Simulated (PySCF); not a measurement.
# C4H5BF2: the cost of one run

Programs: PySCF 2.14.0, with density-fitted response routines of our own. Each step states its level of theory. These are calculated values for one molecule in the gas phase, unless marked as measured. Atoms are numbered from 0 throughout.

## Step 1: The starting structure

12 atoms, charge 0, multiplicity 1; geometry from: GFN2-xTB. The atoms were then displaced at random by about 0.01 Å, so the start is not that level's minimum.

Bonds of the start (Å): F0–B1 1.32, B1–F2 1.31, B1–C3 1.56, C3–C4 1.51, C4–C5 1.31, C5–C6 1.51, C6–C4 1.49, C3–H7 1.09, C3–H8 1.08, C5–H9 1.05, C6–H10 1.09, C6–H11 1.08.

## Step 2: Optimising the geometry at PBE0-D3(BJ)/def2-SVP

Job settings and geometry (Å):

```
{"job": {"xc": "PBE0", "basis": "def2-SVP", "d3": "d3bj", "grid": 1, "shake": 0.01, "kind": "geom"}, "charge": 0, "multiplicity": 1}
F      2.744560     0.814420     0.725800
B      1.877100    -0.141670     0.456800
F      1.896020    -1.123680     1.321110
C      0.911110    -0.099980    -0.772030
C     -0.478220     0.178670    -0.260410
C     -1.475350     0.991670    -0.021580
C     -1.636000    -0.432730     0.457700
H      1.174460     0.672140    -1.494530
H      0.849410    -1.066220    -1.252650
H     -1.937640     1.936560    -0.073850
H     -1.590130    -0.654330     1.526390
H     -2.295630    -1.103110    -0.077650
```

Started as:

```bash
$ OMP_NUM_THREADS=1 python probes_run.py task.json out
```

This one command runs all jobs of the session in turn.

**Question.** How long does this first job take on 1 thread of Arm Neoverse N1, shared host, and how much memory does it need?

About 83 s, with a peak of 0.51 GiB.
